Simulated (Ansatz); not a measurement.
# SnBr2F2: one species, many methods

An exercise on one series of results from a longer session: the logs are not shown, and one member is left open.

Program: Ansatz 0.2.0, Gaussian basis. Level of theory: functionals in def2-TZVPP, the program's frozen cores in correlated methods. These are calculated values, not measurements.

The runs, in order: LDA (SPW92), PBE-D4, revPBE-D4, BLYP-D4, r2SCAN-D4, B97M-V, PBE0-D4, B3LYP-D4, r2SCANh-D4, r2SCAN0-D4, HSE06-D4, BHLYP-D4, CAM-B3LYP-D4, LC-ωPBE, ωB97X-V, ωB97M-V, B2PLYP, PBE-QIDH; CCSD(T)/def2-SVP; CCSD(T)/def2-TZVPP; MP2/def2-QZVPP; extrapolation to the limit; RPA on PBE.

## The relaxed structure

The geometry comes from an earlier relaxation with PBE0-D4 in a triple-zeta def2 set; it is a stationary point. Sn takes the def2 core potential; no spin-orbit term is included.

SMILES `[F][Sn]([F])([Br])[Br]`, 5 atoms, charge 0, spin multiplicity 1.

Atoms are counted from 1 here; the program's logs count them from 0.

Bond lengths: F1–Sn2 1.891 Å, Sn2–F3 1.891 Å, Sn2–Br4 2.421 Å, Sn2–Br5 2.421 Å. Angles: F1–Sn2–F3 104.4°, F1–Sn2–Br4 109.1°, F1–Sn2–Br5 109.1°, F3–Sn2–Br4 109.1°, F3–Sn2–Br5 109.1°, Br4–Sn2–Br5 115.4°.

Set-up of the first run:

in.yaml

```yaml
crystal:
  periodic: [false, false, false]
  atoms:
    - {symbol: F, position_ang: [0.032062, -0.404663, 1.876376]}
    - {symbol: Sn, position_ang: [0.043207, -0.047218, 0.019423]}
    - {symbol: F, position_ang: [1.477739, -1.081253, -0.650697]}
    - {symbol: Br, position_ang: [-2.027306, -0.839305, -0.952991]}
    - {symbol: Br, position_ang: [0.524298, 2.298839, -0.333512]}
basis:
  gaussian: {orbitals: def2-TZVPP}
hamiltonian: {xc: lda}
output: {orbitals: {seedname: orbitals}}
```

Launch:

```console
$ ansatz run in.yaml --threads 4 --pin off --events-out ev --progress --plain --max-ram 10444MiB
```

Among the steps run: LDA; PBE-D4 (GGA); revPBE-D4 (GGA); BLYP-D4 (GGA); r2SCAN-D4 (meta-GGA); B97M-V (meta-GGA); B3LYP-D4 (hybrid); r2SCANh-D4 (hybrid); r2SCAN0-D4 (hybrid); HSE06-D4 (hybrid); BHLYP-D4 (hybrid); CAM-B3LYP-D4 (range-separated); LC-ωPBE (range-separated); ωB97X-V (range-separated); ωB97M-V (range-separated); B2PLYP (double hybrid); PBE-QIDH (double hybrid).

One table of the session follows, with a row left open; its other results are not shown here.

It belongs to the step «Frontier levels by functional». 

```
  functional  HOMO (eV)  LUMO (eV)  gap (eV)
 LDA (SPW92)      -8.29      -4.62      3.67
      PBE-D4      -8.10      -4.25      3.85
   revPBE-D4      -8.04      -4.12      3.92
     BLYP-D4          ?          ?         ?
   r2SCAN-D4      -8.48      -4.10      4.38
      B97M-V      -8.52      -3.96      4.57
     PBE0-D4      -9.45      -3.39      6.06
    B3LYP-D4      -9.16      -3.69      5.47
  r2SCANh-D4      -8.97      -3.79      5.18
  r2SCAN0-D4      -9.69      -3.30      6.39
    HSE06-D4      -9.05      -3.76      5.29
    BHLYP-D4     -10.61      -2.46      8.15
CAM-B3LYP-D4     -10.77      -2.42      8.35
     LC-ωPBE     -12.18      -1.16     11.02
     ωB97X-V     -11.80      -1.26     10.54
     ωB97M-V     -11.65      -1.36     10.29
```

Estimate the missing values for BLYP-D4.

Worked estimate for «HOMO (eV)». Against the share of exact exchange, B3LYP-D4 (0.2, -9.16), BHLYP-D4 (0.5, -10.61) give a slope of -4.83 per unit share; at 0 the line stands at -8.19.

The run gave: HOMO (eV): -7.92; LUMO (eV): -4.19; gap (eV): 3.73. In «HOMO (eV)» the line misses by -0.27.
